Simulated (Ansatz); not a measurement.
# F5H3SiTi: the cost of one run

The runs use Ansatz 0.2.0, Gaussian basis; PBE0-D4/def2-SVP.

116 further runs of the same task are left out: 116 set aside as unsound or not needed.

### Step 1. The system as given

The start, a pair relaxed at PBE0-D4: SMILES `[SiH3]F.F[Ti](F)(F)F`, 10 atoms, charge 0, spin multiplicity 1.

Atoms are counted from 1 here; the program's logs count them from 0.

Bond lengths: Si1–F2 1.626 Å, Si1–H3 1.477 Å, Si1–H4 1.477 Å, Si1–H5 1.479 Å, F6–Ti7 1.739 Å, Ti7–F8 1.744 Å, Ti7–F9 1.758 Å, Ti7–F10 1.744 Å. Angles: F2–Si1–H3 107.5°, F2–Si1–H4 107.5°, F2–Si1–H5 106.0°, H3–Si1–H4 112.2°, H3–Si1–H5 111.6°, H4–Si1–H5 111.6°, F6–Ti7–F8 103.8°, F6–Ti7–F9 103.5°, F6–Ti7–F10 103.8°, F8–Ti7–F9 114.3°, F8–Ti7–F10 114.9°, F9–Ti7–F10 114.5°.

Geometry (Å):

```mol
F5H3SiTi
  3D, bonds by distance, orders not assigned

 10  8  0  0  0  0  0  0  0  0999 V2000
    0.0852   -0.2094   -1.9516 Si  0  0
    0.4417    0.6397   -0.6118 F   0  0
   -1.3850   -0.3379   -2.0171 H   0  0
    0.7555   -1.5208   -1.8379 H   0  0
    0.6150    0.5774   -3.0859 H   0  0
   -0.4627   -0.1657    3.4649 F   0  0
   -0.0777    0.1950    1.8078 Ti  0  0
   -0.9236    1.6889    1.4992 F   0  0
   -0.7098   -1.1902    0.9299 F   0  0
    1.6616    0.3230    1.8027 F   0  0
  1  2  8  0
  1  3  8  0
  1  4  8  0
  1  5  8  0
  6  7  8  0
  7  8  8  0
  7  9  8  0
  7 10  8  0
M  END
```

### Step 2. Dynamics

The input, md/in.yaml:

```yaml
crystal:
  periodic: [false, false, false]
  atoms:
    - {symbol: Si, position_ang: [0.085172, -0.209403, -1.951648]}
    - {symbol: F, position_ang: [0.441689, 0.639663, -0.611837]}
    - {symbol: H, position_ang: [-1.385013, -0.337861, -2.017060]}
    - {symbol: H, position_ang: [0.755491, -1.520805, -1.837894]}
    - {symbol: H, position_ang: [0.614997, 0.577419, -3.085888]}
    - {symbol: F, position_ang: [-0.462733, -0.165743, 3.464910]}
    - {symbol: Ti, position_ang: [-0.077740, 0.194993, 1.807838]}
    - {symbol: F, position_ang: [-0.923597, 1.688901, 1.499209]}
    - {symbol: F, position_ang: [-0.709780, -1.190230, 0.929896]}
    - {symbol: F, position_ang: [1.661616, 0.322962, 1.802673]}
basis:
  gaussian: {orbitals: def2-SVP}
hamiltonian: {xc: pbe0, dispersion: d4}
md: {n_steps: 30, timestep: 0.5, temperature: 500, ensemble: nvt_nose_hoover, seed: 322, initial_velocities: maxwell_boltzmann}
```

Run with:

```
ansatz run in.yaml --threads 2 --pin off --events-out ev --progress --plain --max-ram 22528MiB --backend cpu
```

**Question.** How long does this run take on 2 threads of AMD EPYC 7R13, shared host?

About 3.3 min.
